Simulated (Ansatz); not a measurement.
**Molecular dynamics of LiScI$_{3}$**

The input (input.yaml):

```yaml
accuracy: low
crystal:
  lattice:
    - [-3.804204, -6.589075, 0.0]
    - [11.412612, -6.589075, 0.0]
    - [0.0, 0.0, 6.814419]
  atoms:
    - { symbol: Li, position: [0.39055467, 0.47820318, 0.43384055] }
    - { symbol: Li, position: [0.53510843, 0.52553801, 0.01107709] }
    - { symbol: Sc, position: [0.02062541, 0.69027893, -0.00166941] }
    - { symbol: Sc, position: [0.01198926, 0.65600471, 0.47590689] }
    - { symbol: I, position: [0.36115913, 0.68385571, 0.68065641] }
    - { symbol: I, position: [0.8641805, 0.50983822, 0.7254082] }
    - { symbol: I, position: [0.84161574, 0.85318485, 0.7299457] }
    - { symbol: I, position: [0.73705063, 0.69054966, 0.20629306] }
    - { symbol: I, position: [0.1914604, 0.51759744, 0.15138473] }
    - { symbol: I, position: [0.15942041, 0.85671252, 0.29915675] }
    - { symbol: Li, position: [-0.07778144, 0.01504186, 0.53217776] }
    - { symbol: Li, position: [0.03814031, -0.02760352, 0.03742765] }
    - { symbol: Sc, position: [0.46217445, 0.1724055, 0.04596754] }
    - { symbol: Sc, position: [0.45437399, 0.14543327, 0.49461874] }
    - { symbol: I, position: [0.7898072, 0.16751702, 0.76004807] }
    - { symbol: I, position: [0.34649046, -0.01138125, 0.78281589] }
    - { symbol: I, position: [0.31035904, 0.29757955, 0.76945417] }
    - { symbol: I, position: [0.14356835, 0.14874738, 0.30550673] }
    - { symbol: I, position: [0.65685834, -0.02547822, 0.28621146] }
    - { symbol: I, position: [0.62227186, 0.31266081, 0.29707331] }
basis:
  ecutwfc: 420.0
kpoints:
  mp_grid: { grid: [2, 1, 2] }
hamiltonian:
  xc: pbesol
scf:
  occupations: { method: fermi_dirac, width: 0.17 }
  lower_state_search: "off"
md:
  timestep: 1
  n_steps: 300
  ensemble: nve
  temperature: 1200.0
  initial_velocities: maxwell_boltzmann
  seed: 407101
```

Run as:

```bash
$ ansatz run input.yaml --threads 4 --pin off --max-ram 10240MiB --backend cpu --events-out ev --progress --plain --runs-dir out
```

It goes on from the last frame of an earlier run, with new velocities.

Output, in part (step lines):

```
md step     0: t =     0.00 fs  T =  1200.0 K  F+E_penalty+E_count = -98465.10985081 eV  E_kin = 2.947128 eV  conserved = -98462.16272283 eV  (10 SCF iters)
md step     1: t =     1.00 fs  T =  1207.0 K  F+E_penalty+E_count = -98465.12700184 eV  E_kin = 2.964289 eV  conserved = -98462.16271281 eV  (8 SCF iters)
md step     2: t =     2.00 fs  T =  1213.3 K  F+E_penalty+E_count = -98465.14253289 eV  E_kin = 2.979836 eV  conserved = -98462.16269662 eV  (8 SCF iters)
md step     3: t =     3.00 fs  T =  1219.1 K  F+E_penalty+E_count = -98465.15662211 eV  E_kin = 2.993946 eV  conserved = -98462.16267571 eV  (8 SCF iters)
md step     4: t =     4.00 fs  T =  1224.3 K  F+E_penalty+E_count = -98465.16952183 eV  E_kin = 3.006870 eV  conserved = -98462.16265148 eV  (8 SCF iters)
md step     5: t =     5.00 fs  T =  1229.2 K  F+E_penalty+E_count = -98465.18153811 eV  E_kin = 3.018913 eV  conserved = -98462.16262522 eV  (3 SCF iters)
md step     6: t =     6.00 fs  T =  1233.9 K  F+E_penalty+E_count = -98465.19301032 eV  E_kin = 3.030412 eV  conserved = -98462.16259827 eV  (3 SCF iters)
md step     7: t =     7.00 fs  T =  1238.5 K  F+E_penalty+E_count = -98465.20429132 eV  E_kin = 3.041719 eV  conserved = -98462.16257184 eV  (3 SCF iters)
[... lines left out ...]
md step   300: t =   300.00 fs  T =  1110.9 K  F+E_penalty+E_count = -98464.89097479 eV  E_kin = 2.728378 eV  conserved = -98462.16259642 eV  (8 SCF iters)
```

The steps, from the saved trajectory:

```tsv
time (fs)	T (K)	potential energy less start (eV)	conserved less start (meV/atom)
0	1200	0.000	0.00
10	1253	-0.131	0.01
20	1333	-0.327	0.01
30	1424	-0.551	0.00
40	1433	-0.573	0.00
50	1354	-0.377	0.01
60	1248	-0.117	0.01
70	1151	0.122	0.01
80	1070	0.319	0.02
90	1049	0.371	0.01
100	1031	0.415	0.01
110	1075	0.308	0.02
120	1187	0.033	0.00
130	1173	0.067	0.00
140	1029	0.419	0.01
150	905	0.725	0.02
160	917	0.695	0.02
170	1014	0.456	0.01
180	1053	0.361	0.01
190	1031	0.416	0.02
200	1057	0.350	0.02
210	1125	0.183	0.01
220	1178	0.053	0.01
230	1223	-0.057	0.00
240	1181	0.047	0.00
250	1007	0.476	0.02
260	933	0.655	0.02
270	962	0.585	0.00
280	962	0.584	0.01
290	1017	0.450	0.01
300	1111	0.219	0.01
```

The run went to its last step. The conserved energy stayed within 0.026 meV per atom of its start (net change 0.0064 meV per atom), so the integration is sound. A run of 0.3 ps of so small a system gives no equilibrium averages. Limits of this set-up: coarse k mesh, low accuracy level.

Mean squared displacements from the first frame to the last, about the centre of mass: Li 5.72 Å², Sc 0.42 Å², I 0.50 Å².

Last frame:

```xyz
20
Lattice="-3.8042 -6.5891 0.0000 11.4126 -6.5891 0.0000 0.0000 0.0000 6.8144" Properties=species:S:1:pos:R:3
Li 2.953 -6.559 6.464
Li 3.643 -7.120 2.866
Sc 7.408 -4.407 -0.234
Sc 7.812 -5.039 3.060
I 5.974 -6.192 4.911
I 2.779 -8.707 5.091
I 6.188 -11.030 4.841
I 5.144 -9.127 1.472
I 5.344 -3.981 1.803
I 8.452 -6.702 0.936
Li 1.089 0.072 3.075
Li -0.365 -0.095 -0.104
Sc 0.153 -4.247 0.433
Sc 0.116 -4.701 3.826
I -1.290 -6.635 5.268
I -1.308 -1.952 4.914
I 2.501 -4.372 5.191
I 1.482 -2.382 1.757
I -2.196 -4.298 2.344
I 1.089 -6.781 1.962
```

Run time: 8.6 min on 4 threads of AMD EPYC 9R45 96-Core Processor (Zen 5) (shared host), peak memory 2.5 GiB.
